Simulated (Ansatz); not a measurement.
# Be2Pd: the cost of one run

Method: DFT PBE, scalar-relativistic, plane waves, PAW, in Ansatz 0.2.0.

### Step 1. Starting point

It takes space group P4_2/mnm (No. 136, tetragonal). Conventional cell: a = 4.596 Å, b = 4.596 Å, c = 2.960 Å, α = 90.00°, β = 90.00°, γ = 90.00°. Be (site symmetry m2m) is surrounded by 3 Pd at 1.94 to 1.99 Å. Around Pd (site symmetry mmm) lie 6 Be at 1.94 to 1.99 Å.

Coordinates:

```
CELL_PARAMETERS angstrom
4.59611 0.00000 0.00000
0.00000 4.59611 0.00000
0.00000 0.00000 2.96036
ATOMIC_POSITIONS crystal
Be 0.30600 0.30600 0.00000
Be 0.19400 0.80600 0.50000
Be 0.69400 0.69400 0.00000
Be 0.80600 0.19400 0.50000
Pd 0.00000 0.00000 0.00000
Pd 0.50000 0.50000 0.50000
```

This is candidate A: rutile type (P4_2/mnm, No. 136).

(A quick probe on a coarse mesh, which set the mesh and smearing, is not shown.)

### Step 3. Coarse relaxation (candidate A)

input.yaml

```yaml
crystal:
  lattice:
    - [4.5961057653, 0.0, 0.0]
    - [0.0, 4.5961057653, 0.0]
    - [0.0, 0.0, 2.9603563255]
  atoms:
    - { symbol: Be, position: [0.306, 0.306, 0.0] }
    - { symbol: Be, position: [0.194, 0.806, 0.5] }
    - { symbol: Be, position: [0.694, 0.694, 0.0] }
    - { symbol: Be, position: [0.806, 0.194, 0.5] }
    - { symbol: Pd, position: [0.0, 0.0, 0.0] }
    - { symbol: Pd, position: [0.5, 0.5, 0.5] }
basis:
  ecutwfc: 420
kpoints:
  mp_grid: { grid: [4, 4, 6] }
hamiltonian:
  xc: pbe
scf:
  occupations: { method: gaussian, width: 0.1 }
  lower_state_search: "off"
output:
  forces: true
  stress: true
  eigenvalues: true
relax:
  adjacent_minimum: "off"
  f_tol: 0.04
  max_steps: 70
  cell: { stress_tol: 0.4 }
```

Started as:

```sh
ansatz run input.yaml --threads 1 --pin off --max-ram 2560MiB --backend cpu --events-out ev --progress --plain --runs-dir out
```

Q: Estimate wall time and peak memory on 1 thread of Intel Xeon 6975P-C (Granite Rapids), shared host.

About 12 s, with a peak of 0.42 GiB.
